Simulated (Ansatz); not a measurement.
**H3NO2SW: small, medium and large basis sets**

The task here is to estimate one member of a computed series from the others.

Program: Ansatz 0.2.0, Gaussian basis. Level of theory: one geometry, several basis sets. These are calculated values, not measurements.

The runs, in order: PBE0-D4/def2-SVP; ωB97M-V/def2-SVP; PBE0-D4/def2-QZVPP; ωB97M-V/def2-QZVPP; the functionals' def2-TZVPP values are taken from earlier runs.

## The relaxed structure

The geometry comes from an earlier relaxation with PBE0-D4 in a triple-zeta def2 set; it is a stationary point, not always the lowest conformer. W takes the def2 core potential; no spin-orbit term is included.

SMILES `[NH2][W](=[O])([OH])=[S]`, 8 atoms, charge 0, spin multiplicity 1.

Atoms are counted from 1 here; the program's logs count them from 0.

Bond lengths: N1–W2 1.929 Å, N1–H6 1.009 Å, N1–H7 1.009 Å, W2–O3 1.699 Å, W2–O4 1.885 Å, W2–S5 2.141 Å, O4–H8 0.960 Å. Angles: W2–N1–H6 124.2°, W2–N1–H7 122.8°, H6–N1–H7 111.9°, N1–W2–O3 106.9°, N1–W2–O4 110.7°, N1–W2–S5 108.4°, O3–W2–O4 109.8°, O3–W2–S5 111.8°, O4–W2–S5 109.3°, W2–O4–H8 123.3°.

The first run:

File in.yaml:

```yaml
crystal:
  periodic: [false, false, false]
  atoms:
    - {symbol: N, position_ang: [-0.715896, 1.156715, 0.497790]}
    - {symbol: W, position_ang: [0.488026, -0.170892, -0.216573]}
    - {symbol: O, position_ang: [1.666667, -0.460045, 0.972042]}
    - {symbol: O, position_ang: [-0.435999, -1.768798, -0.600313]}
    - {symbol: S, position_ang: [1.350063, 0.599280, -2.018975]}
    - {symbol: H, position_ang: [-1.189502, 1.850935, -0.060170]}
    - {symbol: H, position_ang: [-0.792254, 1.351385, 1.484946]}
    - {symbol: H, position_ang: [-0.371104, -2.558569, -0.058738]}
basis:
  gaussian: {orbitals: def2-SVP}
hamiltonian: {xc: pbe0, dispersion: d4}
output: {orbitals: {seedname: orbitals}}
```

The run is started by

```sh
$ ansatz run in.yaml --threads 4 --pin off --events-out ev --progress --plain --max-ram 10444MiB
```

Steps of the session up to this table: PBE0-D4 in def2-SVP; ωB97M-V in def2-SVP; PBE0-D4 in def2-QZVPP; ωB97M-V in def2-QZVPP.

One table of the session follows, with a row left open; its other results are not shown here.

It belongs to the step «Density functionals: the series». 

| functional | basis | HOMO (eV) | LUMO (eV) |
| --- | --- | --- | --- |
| PBE0-D4 | def2-SVP | ? | ? |
| PBE0-D4 | def2-TZVPP | -7.38 | -2.05 |
| PBE0-D4 | def2-QZVPP | -7.41 | -2.10 |
| ωB97M-V | def2-SVP | -9.42 | 0.09 |
| ωB97M-V | def2-TZVPP | -9.50 | 0.01 |
| ωB97M-V | def2-QZVPP | -9.54 | -0.07 |

Estimate the missing values for PBE0-D4, def2-SVP.

**Answer.** HOMO (eV): -7.33; LUMO (eV): -2.01. In the column «HOMO (eV)» it is the highest.
